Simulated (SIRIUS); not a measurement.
NbRu: equation of state with PBEsol

NbRu:

```
Ru Nb
1.0
     3.18400    0.00000    0.00000
     0.00000    3.18400    0.00000
     0.00000    0.00000    3.18400
Ru Nb
1 1
Direct
  0.50000 0.50000 0.50000
  0.00000 0.00000 0.00000
```

- Program: SIRIUS 7.12.0
- Task: equation of state
- Functional: PBEsol
- Potentials or basis: all-electron FP-LAPW
- Cutoff: 168 eV
- Basis: apw+lo standard
- k mesh: 8 × 8 × 8
- Occupations: fermi-dirac, width 0.05 eV
- Spin: no spin polarisation
- Muffin tin radii: Nb 2.51, Ru 2.51 bohr
- Basis cutoff (gk_cutoff): 3.51 1/bohr
- Cutoff of density and potential (pw_cutoff): 20 1/bohr
- lmax of the basis: 10
- lmax of density and potential: 8
- Valence relativity: iora
- Core states: Nb 1s2s2p3s3p3d, Ru 1s2s2p3s3p3d
- Local orbitals (radial functions): Nb 13, Ru 13
- Smallest sphere radius times basis cutoff: 8.81

- Equilibrium volume: 15.46 Å³/atom
- Bulk modulus: 251 GPa
- Pressure derivative of the bulk modulus: 4.3 (rough: it moves with the points fitted)

Energy against volume, from the lowest point:
| volume (Å³/atom) | energy (meV/atom) |
| --- | --- |
| 15.171 | 4.46 |
| 15.494 | 0.00 |
| 15.817 | 5.89 |
| 16.139 | 21.43 |
| 16.462 | 45.12 |
| 16.785 | 76.19 |
| 17.108 | 114.29 |

All runs of the series together: 6.7 min on 1 thread of Arm Neoverse V1 (shared host).
